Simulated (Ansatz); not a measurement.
# r2SCANh-D3(BJ)/ANO-RCC-VDZP (sfX2C, density fitting with def2-universal-jkfit, accuracy low, start density atoms) run of C3H9Ga (SMILES C[Ga](C)C)

What is the vertical electron affinity of C3H9Ga at r2SCANh-D3(BJ)/ANO-RCC-VDZP (sfX2C, density fitting with def2-universal-jkfit, accuracy low, start density atoms)? 

Program for the calculation: Ansatz 0.2.0.

10 further runs of the same task are left out: 2 for a known fault of the program, 2 that didn't finish, 6 set aside as unsound or not needed. Runs told in other sessions of the task aren't counted.

## (1) The system as given

C3H9Ga: 13 atoms, total charge 0, spin state singlet. SMILES: `C[Ga](C)C`. The shape is that of a PBE0-D4/def2-TZVP optimisation.

Bond lengths: C1–Ga2 1.976 Å, Ga2–C3 1.976 Å, Ga2–C4 1.976 Å, C1–H5 1.092 Å, C1–H6 1.096 Å, C1–H7 1.092 Å, C3–H8 1.092 Å, C3–H9 1.092 Å, C3–H10 1.096 Å, C4–H11 1.092 Å, C4–H12 1.096 Å, C4–H13 1.092 Å. Some angles: C1–Ga2–C3 119.7°, C1–Ga2–C4 120.1°, C3–Ga2–C4 120.1°, Ga2–C1–H5 111.9°, Ga2–C1–H6 109.2°, Ga2–C1–H7 112.2°, Ga2–C3–H8 111.9°, Ga2–C3–H9 112.2°, Ga2–C3–H10 109.2°, Ga2–C4–H11 112.0°.

## (2) A single-point energy at r2SCANh-D3(BJ)/ANO-RCC-VDZP (sfX2C, density fitting with def2-universal-jkfit, accuracy low, start density atoms)

Contents of in.yaml:

```yaml
crystal:
  periodic: [false, false, false]
  atoms:
    - {symbol: C, position_ang: [-0.386610, 1.662740, -0.990030]}
    - {symbol: Ga, position_ang: [0.030950, -0.015220, -0.033330]}
    - {symbol: C, position_ang: [1.404300, -0.017040, 1.387570]}
    - {symbol: C, position_ang: [-0.984810, -1.662120, -0.433110]}
    - {symbol: H, position_ang: [0.495980, 2.295540, -1.105570]}
    - {symbol: H, position_ang: [-1.118900, 2.235600, -0.410630]}
    - {symbol: H, position_ang: [-0.822360, 1.479540, -1.974110]}
    - {symbol: H, position_ang: [2.207150, 0.693340, 1.179140]}
    - {symbol: H, position_ang: [1.838150, -1.007150, 1.540450]}
    - {symbol: H, position_ang: [0.944020, 0.286540, 2.334210]}
    - {symbol: H, position_ang: [-1.317660, -1.695390, -1.472580]}
    - {symbol: H, position_ang: [-1.882270, -1.692900, 0.194460]}
    - {symbol: H, position_ang: [-0.407960, -2.563490, -0.216480]}
basis:
  gaussian:
    orbitals: ANO-RCC-VDZP.json
    fitting: {mean_field: def2-universal-jkfit}
magnetization:
  spin_polarized: false
  initial_magnetization: 0
hamiltonian:
  xc: {name: r2SCANh}
  dispersion: d3bj
accuracy: low
output: {orbitals: {seedname: orbitals}}
```

The basis set ANO-RCC-VDZP is read from a file made from the Basis Set Exchange's data (not shown).

Command:

```sh
$ ansatz run in.yaml --threads 1 --pin off --max-ram 3480MiB --events-out events.jsonl --progress --plain --runs-dir runs
```

Standard output:

```text
Warning: the engine holds no damping parameters fitted to this dispersion correction and functional, so the run takes those fitted to r2scanh beside the three-body term, which d3bj leaves out (hamiltonian.dispersion, under Limitations)
Warning: RAYON_NUM_THREADS=1 ignored (pool sized by the plan → 1); use --threads N
Functional definition: r2SCANh
  name "r2SCANh"
  parameter a = 0.1
  parameter k0 = 0.174
  parameter k1 = 0.065
  parameter a1 = 4.9479
  exchange = (1 - a)*r2scan_x(k0 = k0, k1 = k1, a1 = a1) + a*exact_x
  correlation = r2scan_c
653 factors; integrals over basis functions are off by at most 6.8e-2 eV
mean field evaluation 1: about -56136.3795 eV, gradient 8.4e1 eV
mean field evaluation 2: about -56129.7613 eV, gradient 9.7e1 eV
mean field evaluation 4: about -56152.8988 eV, gradient 4.0e0 eV
mean field evaluation 8: about -56152.9237 eV, gradient 1.4e-1 eV
mean field -56152.92373535 eV, -2063.5818854553 hartree, gradient 2.1e-5 eV, S^2 0.000000; 0 other end points of the search recorded, 0 dependent functions left out
reference -56152.92376855 eV, -2063.5818866756 hartree; 29, 29 occupied and 85, 85 virtual orbitals, 653 factors
Total energy: -56152.99044414 eV, -2063.5843369583 hartree
Relativity: scalar
```

It took 12 s on 1 thread of Intel Xeon Platinum 8259CL at 2.50GHz (Skylake/Cascade Lake), shared host.

## (3) The doublet anion

Changes to in.yaml since step 2:

```diff
@@ -1 +1,5 @@
+basis:
+  gaussian:
+    orbitals: ANO-RCC-VDZP.json
+    fitting: {mean_field: def2-universal-jkfit}
 crystal:
@@ -16,9 +20,6 @@
     - {symbol: H, position_ang: [-0.407960, -2.563490, -0.216480]}
-basis:
-  gaussian:
-    orbitals: ANO-RCC-VDZP.json
-    fitting: {mean_field: def2-universal-jkfit}
+total_charge: -1
 magnetization:
-  spin_polarized: false
-  initial_magnetization: 0
+  spin_polarized: true
+  initial_magnetization: 1
 hamiltonian:
```

The basis set ANO-RCC-VDZP is read from a file made from the Basis Set Exchange's data (not shown).

Command:

```sh
$ ansatz run in.yaml --threads 1 --pin off --max-ram 3480MiB --events-out events.jsonl --progress --plain --runs-dir runs
```

Standard output (excerpt; [...] marks lines left out):

```text
Warning: the engine holds no damping parameters fitted to this dispersion correction and functional, so the run takes those fitted to r2scanh beside the three-body term, which d3bj leaves out (hamiltonian.dispersion, under Limitations)
Warning: RAYON_NUM_THREADS=1 ignored (pool sized by the plan → 1); use --threads N
[... 2 set-up lines as earlier in the session ...]
[...]
653 factors; integrals over basis functions are off by at most 6.8e-2 eV
[...]
mean field -56151.74249618 eV, -2063.5384757166 hartree, gradient 3.9e-6 eV, S^2 0.756169; 5 other end points of the search recorded, 0 dependent functions left out
reference -56151.74254900 eV, -2063.5384776578 hartree; 30, 29 occupied and 84, 85 virtual orbitals, 653 factors
Total energy: -56151.80922459 eV, -2063.5409279405 hartree
Relativity: scalar
```

Run time: 1.7 min. Hardware: 1 thread of Intel Xeon Platinum 8259CL at 2.50GHz (Skylake/Cascade Lake), shared host.

## (4) Outcome

At r2SCANh-D3(BJ)/ANO-RCC-VDZP (sfX2C, density fitting with def2-universal-jkfit, accuracy low, start density atoms):

```
                                         quantity           value
                     singlet C3H9Ga: total energy  -2063.58434 Eh
                      singlet C3H9Ga: HOMO energy        -6.89 eV
                      singlet C3H9Ga: LUMO energy        -0.70 eV
                    singlet C3H9Ga: HOMO–LUMO gap         6.18 eV
                singlet C3H9Ga: dispersion energy    -6.43 kJ/mol
                      doublet anion: total energy  -2063.54093 Eh
doublet anion: HOMO energy (highest over α and β)         3.35 eV
 doublet anion: LUMO energy (lowest over α and β)         3.99 eV
                 doublet anion: dispersion energy    -6.43 kJ/mol
                              doublet anion: ⟨S²⟩           0.756
vertical electron affinity (to the doublet anion)       -1.181 eV
```

The anion lies 1.18 eV (114 kJ/mol) above the neutral: the electron isn't bound at this level, and such a value depends on the basis. Without diffuse functions anions come out too high. The accuracy setting (singlet C3H9Ga) is loose, so the last digits carry no meaning. The accuracy setting (doublet anion) is loose, so the last digits carry no meaning. The HOMO (doublet anion) lies at positive energy, 3.35 eV, from the functional's self-interaction, a short basis or an electron that isn't bound; only total energies against the neutral tell.
